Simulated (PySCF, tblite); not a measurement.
# C6H9NSi: a rotation path, then NMR shifts on frames, part 1 of 2

Aim: move C6H9NSi (`[SiH3]Cc1cccnc1`) away from its starting geometry and see how NMR shifts follow the geometry.

The runs use tblite 0.8.0 and PySCF 2.14.0, with density-fitted response routines of our own; the level of theory stands in each step. All values are computed, except where a source is named. Atoms count from 0, in the outputs and in this text.

## Step 1: The molecule as given

17 atoms, charge 0, multiplicity 1; geometry from: GFN2-xTB.

Bonds of the start (Å): Si0–C1 1.91, C1–C2 1.49, C2–C3 1.39, C3–C4 1.38, C4–C5 1.39, C5–N6 1.32, N6–C7 1.32, C7–C2 1.39, Si0–H8 1.46, Si0–H9 1.46, Si0–H10 1.46, C1–H11 1.09, C1–H12 1.09, C3–H13 1.08, C4–H14 1.08, C5–H15 1.08, C7–H16 1.08.

## Step 2: The rotation path with GFN2-xTB

What the job is given:

```
{"job": {"kind": "neb", "xc": "GFN2-xTB", "basis": "xTB", "atoms": [7, 2, 1, 0], "turn": 120}, "charge": 0, "multiplicity": 1}
Si    -2.438170     0.759966    -0.376196
C     -1.193579    -0.588543    -0.916369
C      0.092807    -0.429234    -0.187202
C      1.097766     0.415106    -0.649746
C      2.262640     0.555649     0.084049
C      2.383537    -0.153115     1.269794
N      1.438755    -0.957894     1.725624
C      0.333024    -1.087209     1.017264
H     -3.682845     0.549659    -1.116878
H     -1.874356     2.072523    -0.695100
H     -2.669810     0.649134     1.063226
H     -1.617704    -1.572467    -0.714165
H     -1.025177    -0.516070    -1.991605
H      0.965847     0.951047    -1.580238
H      3.058119     1.201168    -0.256467
H      3.271684    -0.078544     1.883339
H     -0.409536    -1.759146     1.430759
```

Method: GFN2-xTB climbing-image nudged elastic band, gas phase.

The run is started by

```console
$ OMP_NUM_THREADS=1 python probes_run.py task.json out
```

This one command runs all jobs of the session in turn.

The log of the run:

```text
image   E - E0 / eV
  0       0.0000
  1       0.0223
  2       0.0696
  3       0.1044
  4       0.1190
  5       0.1038
  6       0.0661
  7       0.0186
  8      -0.0001
```

Run time: 17 s. Hardware: 1 thread, shared host.

The final band, with the dihedral C7–C2–C1–Si0:

```
image  dihedral (°)  energy (eV)  energy (kcal/mol)
    0            91        0.000                0.0
    1           113        0.022                0.5
    2           135        0.070                1.6
    3           157        0.104                2.4
    4           181        0.119                2.7
    5           204        0.104                2.4
    6           227        0.066                1.5
    7           249        0.019                0.4
    8           270        0.000                0.0
```

## Step 3: Nuclear shieldings: image 0, PBE0/pcSseg-1

What the job is given:

```
{"job": {"kind": "nmr", "xc": "PBE0", "basis": "pcSseg-1", "pop": false}, "charge": 0, "multiplicity": 1}
Si    -2.438200     0.760000    -0.376200
C     -1.193600    -0.588500    -0.916400
C      0.092800    -0.429200    -0.187200
C      1.097800     0.415100    -0.649700
C      2.262600     0.555600     0.084000
C      2.383500    -0.153100     1.269800
N      1.438800    -0.957900     1.725600
C      0.333000    -1.087200     1.017300
H     -3.682800     0.549700    -1.116900
H     -1.874400     2.072500    -0.695100
H     -2.669800     0.649100     1.063200
H     -1.617700    -1.572500    -0.714200
H     -1.025200    -0.516100    -1.991600
H      0.965800     0.951000    -1.580200
H      3.058100     1.201200    -0.256500
H      3.271700    -0.078500     1.883300
H     -0.409500    -1.759100     1.430800
```

Method: GIAO PBE0/pcSseg-1 NMR shielding, non-relativistic, gas phase.

The log of the run:

```text
coarse grid: 14784 points
cycle   1  E = -577.6952329851  dE =  1.188e+00  |g| = 3.552e-01  |ddm| = 3.913e+00
cycle   2  E = -577.6942431039  dE =  9.899e-04  |g| = 3.839e-01  |ddm| = 9.682e-01
cycle   3  E = -577.7291187759  dE = -3.488e-02  |g| = 7.140e-02  |ddm| = 4.725e-01
cycle   4  E = -577.7298463195  dE = -7.275e-04  |g| = 3.761e-02  |ddm| = 7.508e-02
cycle   5  E = -577.7301598215  dE = -3.135e-04  |g| = 9.696e-03  |ddm| = 5.059e-02
cycle   6  E = -577.7301830278  dE = -2.321e-05  |g| = 3.794e-03  |ddm| = 1.500e-02
cycle   7  E = -577.7301866893  dE = -3.661e-06  |g| = 4.009e-04  |ddm| = 3.544e-03
final grid: 138520 points
cycle   8  E = -577.7755897801  dE = -3.390e-05  |g| = 6.821e-03  |ddm| = 3.712e-02
cycle   9  E = -577.7755882103  dE =  1.570e-06  |g| = 7.401e-03  |ddm| = 1.654e-02
cycle  10  E = -577.7756019608  dE = -1.375e-05  |g| = 9.701e-04  |ddm| = 8.427e-03
cycle  11  E = -577.7756021502  dE = -1.894e-07  |g| = 3.416e-04  |ddm| = 1.137e-03
cycle  12  E = -577.7756021752  dE = -2.506e-08  |g| = 9.887e-05  |ddm| = 4.243e-04
cycle  13  E = -577.7756021775  dE = -2.287e-09  |g| = 3.039e-05  |ddm| = 1.203e-04
cycle  14  E = -577.7756021777  dE = -2.281e-10  |g| = 6.551e-06  |ddm| = 3.443e-05
converged SCF energy = -577.7756021777

GIAO shielding tensors (ppm)
atom      isotropic    diamagn.    paramagn.     s11        s22        s33       span
  0 Si     410.845     879.523    -468.678    371.636    398.258    462.641     91.005
  1 C      168.663     250.320     -81.656    149.289    162.918    193.783     44.494
  2 C       45.957     265.639    -219.682    -56.187     16.982    177.076    233.262
  3 C       46.710     252.011    -205.301    -61.954     32.741    169.344    231.298
  4 C       58.731     258.223    -199.493    -54.994     54.412    176.774    231.768
  5 C       34.740     251.736    -216.996    -72.417     28.172    148.465    220.882
  6 N      -95.637     331.338    -426.975   -413.975   -176.017    303.081    717.056
  7 C       32.229     249.702    -217.473    -72.320     34.670    134.337    206.657
  8 H       27.529      28.453      -0.925     24.536     24.615     33.436      8.899
  9 H       27.941      29.450      -1.509     24.130     27.247     32.445      8.315
 10 H       27.947      29.248      -1.301     24.266     27.048     32.528      8.262
 11 H       29.357      30.977      -1.620     24.967     27.932     35.170     10.203
 12 H       29.479      31.059      -1.580     25.027     28.365     35.044     10.017
 13 H       24.051      33.797      -9.746     20.728     22.260     29.163      8.434
 14 H       24.384      31.061      -6.677     21.715     23.614     27.824      6.109
 15 H       22.985      28.848      -5.862     19.139     23.182     26.635      7.495
 16 H       22.928      32.315      -9.387     18.841     21.267     28.675      9.834
```

Run time: 68 s. Hardware: 1 thread, shared host.

Shifts follow as δ = σ(reference) − σ, with reference shieldings (ppm) from runs at the same level and on the same kind of geometry: 1H TMS 31.72, 13C TMS 186.9, 29Si TMS 349.2, 15N NH3 267.7. The references are single molecules in the gas phase, so shifts against H2O, NH3, PH3, H3PO4 or CFCl3 are not on the usual liquid scales and can be off by tens of ppm. Each atom is listed at this fixed geometry, with no averaging over motion; a spectrum would average atoms that exchange fast.

```
atoms                                               environment  σ (ppm)  δ (ppm)
   C7                       aromatic CH next to a ring nitrogen     32.2    154.7
   C5                       aromatic CH next to a ring nitrogen     34.7    152.2
   C2                               substituted aromatic carbon     46.0    141.0
   C3                                               aromatic CH     46.7    140.2
   C4                                               aromatic CH     58.7    128.2
   C1                 sp3 CH2 bonded to Si, on an aromatic ring    168.7     18.3
  H16        hydrogen on an aromatic CH next to a ring nitrogen    22.93     8.79
  H15        hydrogen on an aromatic CH next to a ring nitrogen    22.99     8.73
  H13                                hydrogen on an aromatic CH    24.05     7.67
  H14                                hydrogen on an aromatic CH    24.38     7.33
   H8                         hydrogen on a silicon bonded to C    27.53     4.19
   H9                         hydrogen on a silicon bonded to C    27.94     3.78
  H10                         hydrogen on a silicon bonded to C    27.95     3.77
  H11  hydrogen on an sp3 CH2 bonded to Si, on an aromatic ring    29.36     2.36
  H12  hydrogen on an sp3 CH2 bonded to Si, on an aromatic ring    29.48     2.24
  Si0                                  silicon bonded to C, 3 H    410.8    -61.7
   N6                               pyridine-type ring nitrogen    -95.6    363.4
```

Ring of atoms C2, C3, C4, C5, N6, C7: NICS(0) -7.3, NICS(1) -11.1, NICS(1)zz -27.9 ppm (means of both faces).

## Step 4: Nuclear shieldings: image 2, PBE0/pcSseg-1

What the job is given:

```
{"job": {"kind": "nmr", "xc": "PBE0", "basis": "pcSseg-1", "pop": false}, "charge": 0, "multiplicity": 1}
Si    -2.348600     0.934600    -0.674600
C     -1.292500    -0.656000    -0.675700
C      0.052900    -0.489800    -0.049000
C      0.867600     0.602600    -0.330100
C      2.096400     0.720600     0.293700
C      2.482300    -0.273200     1.180100
N      1.732000    -1.327800     1.445700
C      0.557600    -1.426900     0.849800
H     -3.674000     0.597300    -1.192500
H     -1.747400     1.942700    -1.552100
H     -2.427500     1.450100     0.691400
H     -1.831000    -1.451300    -0.156100
H     -1.165000    -0.993100    -1.707800
H      0.537500     1.355400    -1.031100
H      2.736600     1.567600     0.098700
H      3.430800    -0.228500     1.698800
H     -0.014600    -2.312300     1.101100
```

Method: GIAO PBE0/pcSseg-1 NMR shielding, non-relativistic, gas phase.

The log of the run:

```text
coarse grid: 14784 points
cycle   1  E = -577.6938202128  dE =  1.190e+00  |g| = 3.539e-01  |ddm| = 3.937e+00
cycle   2  E = -577.6925805066  dE =  1.240e-03  |g| = 3.832e-01  |ddm| = 9.641e-01
cycle   3  E = -577.7273265578  dE = -3.475e-02  |g| = 7.133e-02  |ddm| = 4.743e-01
cycle   4  E = -577.7280583952  dE = -7.318e-04  |g| = 3.749e-02  |ddm| = 7.549e-02
cycle   5  E = -577.7283698178  dE = -3.114e-04  |g| = 9.725e-03  |ddm| = 5.102e-02
cycle   6  E = -577.7283930633  dE = -2.325e-05  |g| = 3.764e-03  |ddm| = 1.508e-02
cycle   7  E = -577.7283966622  dE = -3.599e-06  |g| = 4.498e-04  |ddm| = 3.552e-03
final grid: 138520 points
cycle   8  E = -577.7734298854  dE = -3.386e-05  |g| = 6.812e-03  |ddm| = 3.987e-02
cycle   9  E = -577.7734283530  dE =  1.532e-06  |g| = 7.391e-03  |ddm| = 1.639e-02
cycle  10  E = -577.7734419929  dE = -1.364e-05  |g| = 9.293e-04  |ddm| = 8.340e-03
cycle  11  E = -577.7734421599  dE = -1.670e-07  |g| = 3.379e-04  |ddm| = 1.093e-03
cycle  12  E = -577.7734421832  dE = -2.332e-08  |g| = 1.028e-04  |ddm| = 4.407e-04
cycle  13  E = -577.7734421857  dE = -2.531e-09  |g| = 3.089e-05  |ddm| = 1.280e-04
cycle  14  E = -577.7734421859  dE = -2.424e-10  |g| = 5.050e-06  |ddm| = 3.450e-05
converged SCF energy = -577.7734421859

GIAO shielding tensors (ppm)
atom      isotropic    diamagn.    paramagn.     s11        s22        s33       span
  0 Si     421.369     879.436    -458.067    397.496    406.466    460.147     62.651
  1 C      172.061     250.146     -78.085    157.500    163.238    195.444     37.944
  2 C       47.011     265.038    -218.027    -57.772     21.551    177.254    235.025
  3 C       46.958     253.958    -207.000    -64.181     29.120    175.934    240.115
  4 C       59.017     257.730    -198.712    -55.530     55.154    177.428    232.959
  5 C       34.046     251.839    -217.792    -73.759     27.604    148.293    222.052
  6 N      -96.271     331.460    -427.731   -412.916   -175.647    299.750    712.667
  7 C       30.760     248.380    -217.621    -72.201     35.723    128.757    200.958
  8 H       27.636      28.320      -0.684     24.031     25.448     33.430      9.400
  9 H       27.437      29.657      -2.219     23.520     26.640     32.153      8.633
 10 H       28.010      29.133      -1.123     24.954     26.336     32.740      7.785
 11 H       29.561      31.487      -1.926     23.988     28.965     35.730     11.742
 12 H       29.183      30.173      -0.989     25.676     26.679     35.195      9.519
 13 H       23.828      34.667     -10.839     19.599     22.086     29.799     10.200
 14 H       24.355      31.431      -7.077     21.572     23.502     27.990      6.418
 15 H       22.933      28.690      -5.757     19.045     23.064     26.690      7.645
 16 H       22.914      31.621      -8.707     18.699     21.583     28.460      9.761
```

Run time: 67 s. Hardware: 1 thread, shared host.

This run: δ C7 156.2, C5 152.9, C3 140.0, C2 139.9, H16 8.80, H15 8.78 ppm.

(Continued in part 2 of 2.)
